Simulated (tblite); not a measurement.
# CH10GeO2Si2: the cost of one run

The runs use tblite 0.8.0 and PySCF 2.14.0, with density-fitted response routines of our own; the level of theory stands in each step. All values are computed, except where a source is named. Atoms count from 0, in the outputs and in this text.

### Step 1. The starting structure

16 atoms, charge 0, multiplicity 1; geometry from: force field or distance geometry start.

Bonds of the start (Å): Si0–O1 1.71, O1–Si2 1.72, Si2–C3 1.86, C3–O4 1.39, O4–Ge5 1.80, Si0–H6 1.47, Si0–H7 1.49, Si0–H8 1.47, Si2–H9 1.47, Si2–H10 1.47, C3–H11 1.12, C3–H12 1.14, Ge5–H13 1.54, Ge5–H14 1.56, Ge5–H15 1.55.

### Step 2. Geometry optimisation with GFN2-xTB

Job settings and geometry (Å):

```
{"job": {"kind": "relax", "xc": "GFN2-xTB", "basis": "xTB"}, "charge": 0, "multiplicity": 1}
Si     3.090300     0.209900     0.257000
O      1.778900    -0.802100     0.662500
Si     0.334500    -0.290400    -0.111600
C     -1.008100    -1.047600     0.927200
O     -1.861100    -0.102600     1.482700
Ge    -2.588200     0.738300     0.066500
H      4.376100    -0.420500     0.589400
H      2.913300     1.486600     1.000900
H      2.983100     0.489700    -1.177900
H      0.181100     1.175400    -0.106200
H      0.333900    -0.791900    -1.491900
H     -1.545200    -1.781500     0.277400
H     -0.601100    -1.654000     1.796700
H     -1.570600     0.664100    -1.086100
H     -2.958300     2.185900     0.501900
H     -3.866000    -0.050600    -0.332400
```

Launch:

```bash
$ OMP_NUM_THREADS=1 python probes_run.py task.json out
```

This one command runs all jobs of the session in turn.

Q: Estimate the wall time and peak memory of this first job on 1 thread of Intel Xeon at 2.70GHz, shared host.

About 2.9 s, with a peak of 0.18 GiB.
